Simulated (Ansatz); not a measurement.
# H4O2Si: the cost of one run

Program: Ansatz 0.2.0, Gaussian basis. Level of theory: PBE0-D4/def2-TZVP structures, single points in def2-TZVPP, no counterpoise correction. These are calculated values, not measurements.

Levels: SPW92, PBE-D4, BLYP-D4, r2SCAN-D4, B97M-V, PBE0-D4, B3LYP-D4, r2SCAN0-D4, BHLYP-D4, CAM-B3LYP-D4, wB97X-V, wB97M-V, B2PLYP, PBE-QIDH, RPA on PBE, Hartree-Fock, MP2, CCSD, CCSD(T).

Correlated methods freeze the cores. B3LYP uses VWN-RPA correlation. B2PLYP carries no dispersion term here.

94 further runs of the same task are left out: 94 set aside as unsound or not needed.

### 1 Starting geometry

The complex: 12 atoms, charge 0, spin multiplicity 1.

Atoms are counted from 1 here; the program's logs count them from 0.

Bond lengths: Si1–O2 1.647 Å, Si1–H3 1.490 Å, Si1–H4 1.478 Å, Si1–O5 1.634 Å, O2–H8 0.958 Å, O5–H9 0.958 Å, H6–Si7 1.483 Å, Si7–H10 1.484 Å, Si7–H11 1.483 Å, Si7–H12 1.488 Å. Angles: O2–Si1–H3 107.5°, O2–Si1–H4 111.4°, O2–Si1–O5 109.7°, H3–Si1–H4 111.2°, H3–Si1–O5 112.3°, H4–Si1–O5 104.7°, Si1–O2–H8 117.6°, Si1–O5–H9 118.1°, H6–Si7–H10 110.2°, H6–Si7–H11 110.5°, H6–Si7–H12 108.7°, H10–Si7–H11 110.2°, H10–Si7–H12 108.5°, H11–Si7–H12 108.7°.

Coordinates:

```mol
H8O2Si2
  3D, bonds by distance, orders not assigned

 12 10  0  0  0  0  0  0  0  0999 V2000
   -0.5684   -1.3090    1.0555 Si  0  0
    0.8441   -0.5530    0.6727 O   0  0
   -0.2221   -2.5843    1.7442 H   0  0
   -1.3915   -1.5559   -0.1465 H   0  0
   -1.4820   -0.3286    1.9901 O   0  0
    1.6644    1.9077   -1.0093 H   0  0
    0.4549    1.4703   -1.7483 Si  0  0
    1.6458   -1.0764    0.6899 H   0  0
   -1.0923    0.0205    2.7929 H   0  0
    0.6618    0.1126   -2.3112 H   0  0
   -0.7307    1.4812   -0.8571 H   0  0
    0.2162    2.4152   -2.8731 H   0  0
  1  2  8  0
  1  3  8  0
  1  4  8  0
  1  5  8  0
  2  8  8  0
  5  9  8  0
  6  7  8  0
  7 10  8  0
  7 11  8  0
  7 12  8  0
M  END
```

Its parts: SiH4O2 holds atoms 1, 2, 3, 4, 5, 8, 9; SiH4 holds atoms 6, 7, 10, 11, 12. Each part counts its atoms afresh in its own runs.

### 2 Relaxing SiH4O2 alone

relax-a/in.yaml reads:

```yaml
crystal:
  periodic: [false, false, false]
  atoms:
    - {symbol: Si, position_ang: [-0.568360, -1.309015, 1.055476]}
    - {symbol: O, position_ang: [0.844136, -0.552959, 0.672714]}
    - {symbol: H, position_ang: [-0.222122, -2.584297, 1.744204]}
    - {symbol: H, position_ang: [-1.391457, -1.555885, -0.146506]}
    - {symbol: O, position_ang: [-1.482017, -0.328599, 1.990123]}
    - {symbol: H, position_ang: [1.645750, -1.076416, 0.689895]}
    - {symbol: H, position_ang: [-1.092324, 0.020493, 2.792909]}
basis:
  gaussian: {orbitals: def2-TZVP}
hamiltonian: {xc: pbe0, dispersion: d4}
relax: {f_tol: 0.005, max_steps: 200}
```

On the command line:

```sh
$ ansatz run in.yaml --threads 4 --pin off --events-out ev --progress --plain --max-ram 9574MiB
```

**Question.** How long does this run take on 4 threads of Arm Neoverse V2, shared host?

About 8 s.
